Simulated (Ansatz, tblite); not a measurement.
**Si22H28 ring sphere (Si₂₂H₂₈): removing and adding an electron**

What does removing or adding an electron cost or gain for Si22H28 ring sphere (Si₂₂H₂₈)? Each charged state is run at several levels.

Method: as each input shows; program: Ansatz 0.2.0, Gaussian basis.

The runs, in order: charge +1 doublet, at the geometry of the singlet (PBE0-D4/def2-SVP, PBE-D4/def2-SVP, B2PLYP/def2-SVP); charge -1 doublet, at the geometry of the singlet (PBE0-D4/def2-SVP, PBE-D4/def2-SVP, B2PLYP/def2-SVP); the starting singlet's energies come from earlier runs.

## Step 1: The relaxed structure

The geometry is that of the singlet, from an earlier relaxation (PBE-D4/def2-SVP).

50 atoms, charge 0, spin multiplicity 1.

Atoms are counted from 1 here; the program's logs count them from 0.

Bond lengths: Si1–Si14 2.355 Å, Si1–Si15 2.353 Å, Si1–H23 1.509 Å, Si1–H24 1.509 Å, Si2–Si15 2.353 Å, Si2–Si16 2.355 Å, Si2–H25 1.509 Å, Si2–H26 1.509 Å, Si3–Si14 2.355 Å, Si3–Si17 2.354 Å, Si3–H27 1.509 Å, Si3–H28 1.509 Å, Si4–Si14 2.355 Å, Si4–Si18 2.353 Å, Si4–H29 1.509 Å, Si4–H30 1.509 Å, Si5–Si15 2.350 Å, Si5–Si18 2.350 Å and more. Angles: Si14–Si1–Si15 110.0°, Si14–Si1–H23 110.1°, Si14–Si1–H24 110.0°, Si15–Si1–H23 109.3°, Si15–Si1–H24 109.3°, H23–Si1–H24 108.2°, Si15–Si2–Si16 110.0°, Si15–Si2–H25 109.2°, Si15–Si2–H26 109.3°, Si16–Si2–H25 110.0°, Si16–Si2–H26 110.1°, H25–Si2–H26 108.2°, Si14–Si3–Si17 109.4°, Si14–Si3–H27 109.7°, Si14–Si3–H28 109.8°, Si17–Si3–H27 109.8°, Si17–Si3–H28 109.9°, H27–Si3–H28 108.2° and more.

## Step 2: Charge +1 doublet at the fixed geometry, PBE0-D4/def2-SVP

File in.yaml:

```yaml
crystal:
  periodic: [false, false, false]
  atoms:
    - {symbol: Si, position_ang: [-3.609462, -0.897572, -1.824087]}
    - {symbol: Si, position_ang: [-3.607409, 1.826913, 0.899144]}
    - {symbol: Si, position_ang: [-0.899175, -0.899060, -4.549528]}
    - {symbol: Si, position_ang: [-0.902638, -3.608766, -1.822267]}
    - {symbol: Si, position_ang: [-0.892656, -0.891777, 0.893708]}
    - {symbol: Si, position_ang: [1.822621, -3.609438, 0.900177]}
    - {symbol: Si, position_ang: [1.811806, -0.892323, -1.812906]}
    - {symbol: Si, position_ang: [1.825705, -0.898636, 3.608708]}
    - {symbol: Si, position_ang: [-0.889906, 1.812263, -1.813174]}
    - {symbol: Si, position_ang: [-0.895032, 4.550465, 0.896025]}
    - {symbol: Si, position_ang: [1.814260, 1.812168, 0.889434]}
    - {symbol: Si, position_ang: [-0.897203, 1.826793, 3.608273]}
    - {symbol: Si, position_ang: [4.549539, -0.900241, 0.896899]}
    - {symbol: Si, position_ang: [-2.261346, -2.259385, -3.192901]}
    - {symbol: Si, position_ang: [-2.257109, 0.460688, -0.459430]}
    - {symbol: Si, position_ang: [-2.257025, 3.195940, 2.258529]}
    - {symbol: Si, position_ang: [0.458865, 0.457732, -3.186392]}
    - {symbol: Si, position_ang: [0.458490, -2.257784, -0.459163]}
    - {symbol: Si, position_ang: [0.461193, 0.460822, 2.257487]}
    - {symbol: Si, position_ang: [3.193251, -2.260491, 2.259386]}
    - {symbol: Si, position_ang: [3.186157, 0.457254, -0.460293]}
    - {symbol: Si, position_ang: [0.461127, 3.185342, -0.460744]}
    - {symbol: H, position_ang: [-4.496023, -0.021744, -2.675585]}
    - {symbol: H, position_ang: [-4.492465, -1.756952, -0.952425]}
    - {symbol: H, position_ang: [-4.489641, 0.955811, 1.759895]}
    - {symbol: H, position_ang: [-4.494760, 2.678478, 0.024180]}
    - {symbol: H, position_ang: [-1.763227, -0.034296, -5.434456]}
    - {symbol: H, position_ang: [-0.035493, -1.763846, -5.434782]}
    - {symbol: H, position_ang: [-1.764272, -4.487901, -0.948906]}
    - {symbol: H, position_ang: [-0.029348, -4.499249, -2.672265]}
    - {symbol: H, position_ang: [-1.765554, -1.763756, 1.766844]}
    - {symbol: H, position_ang: [0.950090, -4.490097, 1.761089]}
    - {symbol: H, position_ang: [2.673091, -4.498390, 0.025782]}
    - {symbol: H, position_ang: [2.674770, -1.784972, -2.676013]}
    - {symbol: H, position_ang: [0.953522, -1.757953, 4.491253]}
    - {symbol: H, position_ang: [2.678220, -0.024203, 4.495673]}
    - {symbol: H, position_ang: [-1.781553, 2.676034, -2.676518]}
    - {symbol: H, position_ang: [-1.758827, 5.435761, 0.031393]}
    - {symbol: H, position_ang: [-0.030062, 5.435578, 1.759663]}
    - {symbol: H, position_ang: [2.678611, 2.675645, 1.780365]}
    - {symbol: H, position_ang: [-1.757905, 0.955386, 4.490243]}
    - {symbol: H, position_ang: [-0.022297, 2.678260, 4.495783]}
    - {symbol: H, position_ang: [5.434110, -1.765148, 0.032626]}
    - {symbol: H, position_ang: [5.435357, -0.036070, 1.760628]}
    - {symbol: H, position_ang: [-3.134535, -3.131800, -4.066647]}
    - {symbol: H, position_ang: [-3.128844, 4.071102, 3.130911]}
    - {symbol: H, position_ang: [1.342345, 1.340263, -4.039021]}
    - {symbol: H, position_ang: [4.067335, -3.133222, 3.131938]}
    - {symbol: H, position_ang: [4.038725, 1.339622, -1.344016]}
    - {symbol: H, position_ang: [1.344548, 4.036750, -1.344526]}
basis:
  gaussian: {orbitals: def2-SVP, fitting: {mean_field: def2-universal-jkfit}}
total_charge: 1
magnetization: {spin_polarized: true, initial_magnetization: 1}
hamiltonian: {xc: pbe0, dispersion: d4}
scf: {omitted_lower_state_checks: [starts]}
output: {orbitals: {seedname: orbitals}}
```

Started as:

```bash
$ ansatz run in.yaml --threads 2 --pin off --events-out ev --progress --plain --max-ram 32768MiB --backend cuda --devices 0, --max-vram 18GiB
```

What it wrote:

```text
Functional definition: PBE0
  name "PBE0"
  cite "Adamo & Barone, J. Chem. Phys. 110, 6158 (1999) doi:10.1063/1.478522"
  cite "Perdew, Burke & Ernzerhof, Phys. Rev. Lett. 77, 3865 (1996) doi:10.1103/PhysRevLett.77.3865"
  parent pbe
  parameter a = 0.25
  parameter kappa = 0.804
  parameter beta = 0.06672455060314922
  exchange = (1 - a)*pbe_x(kappa = kappa, mu = beta*pi^2/3) + a*exact_x
  correlation = pbe_c(beta = beta)
these checks for a lower state are left out or cut short: starts
3320 factors; integrals over basis functions are off by at most 3.2e-1 eV
mean field evaluation 1: about -173635.6080 eV, gradient 1.3e1 eV
mean field evaluation 2: about -173636.3703 eV, gradient 9.6e0 eV
mean field evaluation 4: about -173637.0575 eV, gradient 1.3e0 eV
mean field evaluation 8: about -173637.0752 eV, gradient 1.0e-1 eV
mean field evaluation 16: about -173637.0754 eV, gradient 2.1e-3 eV
mean field evaluation 32: about -173637.0754 eV, gradient 1.4e-2 eV
mean field -173637.07540866 eV, -6381.0448258313 hartree, gradient 8.7e-6 eV, S^2 0.753469; 0 other end points of the search recorded, 0 dependent functions left out
reference -173637.07547224 eV, -6381.0448281677 hartree; 168, 167 occupied and 368, 369 virtual orbitals, 3320 factors
Total energy: -173640.45200796 eV, -6381.1689135669 hartree
Checks for a lower state left out: starts
```

It took 34 s on 1 × H100 (card shared with other runs) with 2 threads of AMD EPYC 7R13, shared host; peak host memory 1.3 GiB.

Report: HOMO -9.93 eV, LUMO -9.09 eV (over both spins); ⟨S²⟩ 0.753 (pure: 0.75).

## Step 3: Charge +1 doublet at the fixed geometry, PBE-D4/def2-SVP

start.molden holds the orbitals of an earlier run on this state, given as this run's starting guess.

in.yaml, as its differences from that of step 2:

```diff
@@ -54,6 +54,6 @@
 basis:
-  gaussian: {orbitals: def2-SVP, fitting: {mean_field: def2-universal-jkfit}}
+  gaussian: {orbitals: def2-SVP, fitting: {mean_field: def2-universal-jkfit}, initial_orbitals: start.molden}
 total_charge: 1
 magnetization: {spin_polarized: true, initial_magnetization: 1}
-hamiltonian: {xc: pbe0, dispersion: d4}
+hamiltonian: {xc: pbe, dispersion: d4}
 scf: {omitted_lower_state_checks: [starts]}
```

Same command.

What it wrote:

```text
Functional definition: PBE
  name "PBE"
  cite "Perdew, Burke & Ernzerhof, Phys. Rev. Lett. 77, 3865 (1996) doi:10.1103/PhysRevLett.77.3865"
  parent pbe
  parameter kappa = 0.804
  parameter beta = 0.06672455060314922
  exchange = pbe_x(kappa = kappa, mu = beta*pi^2/3)
  correlation = pbe_c(beta = beta)
these checks for a lower state are left out or cut short: starts
3320 factors; integrals over basis functions are off by at most 3.2e-1 eV
mean field evaluation 1: about -173619.0729 eV, gradient 1.0e1 eV
mean field evaluation 2: about -173619.4934 eV, gradient 4.5e-1 eV
mean field evaluation 4: about -173619.5010 eV, gradient 2.8e-2 eV
mean field evaluation 8: about -173619.5012 eV, gradient 1.9e-4 eV
mean field evaluation 16: about -173619.5012 eV, gradient 2.8e-5 eV
mean field -173619.50117031 eV, -6380.3989844843 hartree, gradient 2.5e-6 eV, S^2 0.750855; 0 other end points of the search recorded, 0 dependent functions left out
reference -173619.50125494 eV, -6380.3989875942 hartree; 168, 167 occupied and 368, 369 virtual orbitals, 3320 factors
Total energy: -173623.20366034 eV, -6380.5350484831 hartree
Checks for a lower state left out: starts
```

It took 13 s on 1 × H100 (card shared with other runs) with 2 threads of AMD EPYC 7R13, shared host; peak host memory 1.3 GiB.

HOMO -8.99 eV, LUMO -9.02 eV (over both spins; with the spin held, an empty level of the minority spin lies below the top filled one); ⟨S²⟩ 0.751 (pure: 0.75).

## Step 4: Charge +1 doublet at the fixed geometry, B2PLYP/def2-SVP

in.yaml, as its differences from that of step 3:

```diff
@@ -57,4 +57,3 @@
 magnetization: {spin_polarized: true, initial_magnetization: 1}
-hamiltonian: {xc: pbe, dispersion: d4}
+hamiltonian: {xc: {name: B2PLYP}}
 scf: {omitted_lower_state_checks: [starts]}
-output: {orbitals: {seedname: orbitals}}
```

Launched as before.

What it wrote (excerpt; [...] marks lines left out):

```text
Functional definition: B2PLYP
  name "B2PLYP"
  cite "Grimme, J. Chem. Phys. 124, 034108 (2006) doi:10.1063/1.2148954"
  cite "Becke, Phys. Rev. A 38, 3098 (1988) doi:10.1103/PhysRevA.38.3098"
  cite "Lee, Yang & Parr, Phys. Rev. B 37, 785 (1988) doi:10.1103/PhysRevB.37.785"
[...]
3320 factors; integrals over basis functions are off by at most 3.2e-1 eV
[...]
mean field -173609.80549546 eV, -6380.0426750055 hartree, gradient 2.4e-6 eV, S^2 0.761710; 0 other end points of the search recorded, 0 dependent functions left out
110 core orbitals not correlated: weight in the atoms' cores, before any rotation towards them, 1.000 or more for the frozen orbitals, at most 0.000 for the correlated occupied ones
reference -173609.80588838 eV, -6380.0426894451 hartree; 58, 57 occupied and 368, 369 virtual orbitals, 3320 factors
second order -74.97069987 eV of doubles, -0.00000000 eV of singles
Total energy: -173630.04797735 eV, -6380.7865724939 hartree
Checks for a lower state left out: starts
```

Run time: 32 s. Hardware: 1 × H100 (card shared with other runs) with 2 threads of AMD EPYC 7R13, shared host; peak host memory 3.6 GiB.

⟨S²⟩ 0.762 (pure: 0.75).

## Step 5: Vertical ionisation energy

Charged state less starting state, singlet to doublet; the starting state's energies are those of its earlier runs.

```tsv
level	vertical ionisation energy (eV)	time
PBE-D4/def2-SVP	+7.67	20 s
PBE0-D4/def2-SVP	+8.18	40 s
B2PLYP/def2-SVP	+8.09	50 s
```

Times add the two runs; a level without a time comes out of a correlated run.

Beside −ε(HOMO) of the starting state:

```tsv
level	−ε(HOMO) (eV)	by difference (eV)	mismatch (eV)
PBE-D4/def2-SVP	6.16	7.67	-1.51
PBE0-D4/def2-SVP	7.12	8.18	-1.06
```

## Step 6: Charge -1 doublet at the fixed geometry, PBE0-D4/def2-SVP

in.yaml, as its differences from that of step 4:

```diff
@@ -54,6 +54,7 @@
 basis:
-  gaussian: {orbitals: def2-SVP, fitting: {mean_field: def2-universal-jkfit}, initial_orbitals: start.molden}
-total_charge: 1
+  gaussian: {orbitals: def2-SVP, fitting: {mean_field: def2-universal-jkfit}}
+total_charge: -1
 magnetization: {spin_polarized: true, initial_magnetization: 1}
-hamiltonian: {xc: {name: B2PLYP}}
+hamiltonian: {xc: pbe0, dispersion: d4}
 scf: {omitted_lower_state_checks: [starts]}
+output: {orbitals: {seedname: orbitals}}
```

Launched as before.

What it wrote (excerpt; [...] marks lines left out):

```text
Functional definition: PBE0
  name "PBE0"
  cite "Adamo & Barone, J. Chem. Phys. 110, 6158 (1999) doi:10.1063/1.478522"
  cite "Perdew, Burke & Ernzerhof, Phys. Rev. Lett. 77, 3865 (1996) doi:10.1103/PhysRevLett.77.3865"
  parent pbe
[...]
3320 factors; integrals over basis functions are off by at most 3.2e-1 eV
[...]
mean field -173645.69709311 eV, -6381.3616668909 hartree, gradient 9.7e-6 eV, S^2 0.752207; 0 other end points of the search recorded, 0 dependent functions left out
reference -173645.69716143 eV, -6381.3616694017 hartree; 169, 168 occupied and 367, 368 virtual orbitals, 3320 factors
Total energy: -173649.21677882 eV, -6381.4910129551 hartree
Checks for a lower state left out: starts
```

Run time: 42 s. Hardware: 1 × H100 (card shared with other runs) with 2 threads of AMD EPYC 7R13, shared host; peak host memory 1.3 GiB.

Report: HOMO 0.42 eV, LUMO 1.33 eV (over both spins); ⟨S²⟩ 0.752 (pure: 0.75). Doubts: highest occupied level lies above zero.

## Step 7: Charge -1 doublet at the fixed geometry, PBE-D4/def2-SVP

in.yaml, as its differences from that of step 6:

```diff
@@ -54,6 +54,6 @@
 basis:
-  gaussian: {orbitals: def2-SVP, fitting: {mean_field: def2-universal-jkfit}}
+  gaussian: {orbitals: def2-SVP, fitting: {mean_field: def2-universal-jkfit}, initial_orbitals: start.molden}
 total_charge: -1
 magnetization: {spin_polarized: true, initial_magnetization: 1}
-hamiltonian: {xc: pbe0, dispersion: d4}
+hamiltonian: {xc: pbe, dispersion: d4}
 scf: {omitted_lower_state_checks: [starts]}
```

Same command.

What it wrote:

```text
Functional definition: PBE
  name "PBE"
  cite "Perdew, Burke & Ernzerhof, Phys. Rev. Lett. 77, 3865 (1996) doi:10.1103/PhysRevLett.77.3865"
  parent pbe
  parameter kappa = 0.804
  parameter beta = 0.06672455060314922
  exchange = pbe_x(kappa = kappa, mu = beta*pi^2/3)
  correlation = pbe_c(beta = beta)
these checks for a lower state are left out or cut short: starts
3320 factors; integrals over basis functions are off by at most 3.2e-1 eV
mean field evaluation 1: about -173627.3823 eV, gradient 1.0e1 eV
mean field evaluation 2: about -173627.8048 eV, gradient 4.4e-1 eV
mean field evaluation 4: about -173627.8131 eV, gradient 2.1e-2 eV
mean field evaluation 8: about -173627.8132 eV, gradient 2.8e-5 eV
mean field evaluation 16: about -173627.8132 eV, gradient 2.3e-6 eV
mean field -173627.81320947 eV, -6380.7044462891 hartree, gradient 5.2e-6 eV, S^2 0.751059; 0 other end points of the search recorded, 0 dependent functions left out
reference -173627.81330037 eV, -6380.7044496298 hartree; 169, 168 occupied and 367, 368 virtual orbitals, 3320 factors
Total energy: -173631.67356831 eV, -6380.8463118599 hartree
Checks for a lower state left out: starts
```

Run time: 16 s. Hardware: 1 × H100 (card shared with other runs) with 2 threads of AMD EPYC 7R13, shared host; peak host memory 1.3 GiB.

Report: HOMO 0.65 eV, LUMO 0.70 eV (over both spins); ⟨S²⟩ 0.751 (pure: 0.75). Doubts: highest occupied level lies above zero.

## Step 8: Charge -1 doublet at the fixed geometry, B2PLYP/def2-SVP

in.yaml, as its differences from that of step 7:

```diff
@@ -57,4 +57,3 @@
 magnetization: {spin_polarized: true, initial_magnetization: 1}
-hamiltonian: {xc: pbe, dispersion: d4}
+hamiltonian: {xc: {name: B2PLYP}}
 scf: {omitted_lower_state_checks: [starts]}
-output: {orbitals: {seedname: orbitals}}
```

Same command.

What it wrote (excerpt; [...] marks lines left out):

```text
Functional definition: B2PLYP
  name "B2PLYP"
  cite "Grimme, J. Chem. Phys. 124, 034108 (2006) doi:10.1063/1.2148954"
  cite "Becke, Phys. Rev. A 38, 3098 (1988) doi:10.1103/PhysRevA.38.3098"
  cite "Lee, Yang & Parr, Phys. Rev. B 37, 785 (1988) doi:10.1103/PhysRevB.37.785"
[...]
3320 factors; integrals over basis functions are off by at most 3.2e-1 eV
[...]
mean field -173617.85082690 eV, -6380.3383354827 hartree, gradient 6.0e-8 eV, S^2 0.753483; 0 other end points of the search recorded, 0 dependent functions left out
110 core orbitals not correlated: weight in the atoms' cores, before any rotation towards them, 1.000 or more for the frozen orbitals, at most 0.000 for the correlated occupied ones
reference -173617.85126367 eV, -6380.3383515337 hartree; 59, 58 occupied and 367, 368 virtual orbitals, 3320 factors
second order -76.03432387 eV of doubles, -0.00000000 eV of singles
Total energy: -173638.38053112 eV, -6381.0927881970 hartree
Checks for a lower state left out: starts
```

Wall time 49 s (1 × H100 (card shared with other runs) with 2 threads of AMD EPYC 7R13, shared host); peak host memory 3.6 GiB.

From the report: ⟨S²⟩ 0.753 (pure: 0.75).

## Step 9: Vertical electron affinity

Starting state less charged state (positive: the electron is bound), singlet to doublet; the starting state's energies are those of its earlier runs.

```tsv
level	vertical electron affinity (eV)	time
PBE-D4/def2-SVP	+0.80	23 s
PBE0-D4/def2-SVP	+0.59	49 s
B2PLYP/def2-SVP	+0.24	67 s
```

Times add the two runs; a level without a time comes out of a correlated run.

Beside −ε(LUMO) of the starting state:

```tsv
level	−ε(LUMO) (eV)	by difference (eV)	mismatch (eV)
PBE-D4/def2-SVP	2.08	0.80	+1.28
PBE0-D4/def2-SVP	1.45	0.59	+0.86
```

## Step 10: Results

```
                                           quantity                               value
vertical ionisation energy, functionals in def2-SVP  7.67 (PBE-D4) to 8.18 eV (PBE0-D4)
vertical electron affinity, functionals in def2-SVP   0.24 (B2PLYP) to 0.80 eV (PBE-D4)
```

In words: The vertical ionisation energy spans 7.67 to 8.18 eV over the functionals. −ε(HOMO) misses the level's own difference by -1.06 eV at best (PBE0-D4) and -1.51 eV at worst (PBE-D4). The vertical electron affinity spans 0.24 to 0.80 eV over the functionals. The anion's highest level lies above zero where self-interaction lifts it, so diffuse functions weigh on these values. −ε(LUMO) misses the level's own difference by +0.86 eV at best (PBE0-D4) and +1.28 eV at worst (PBE-D4).
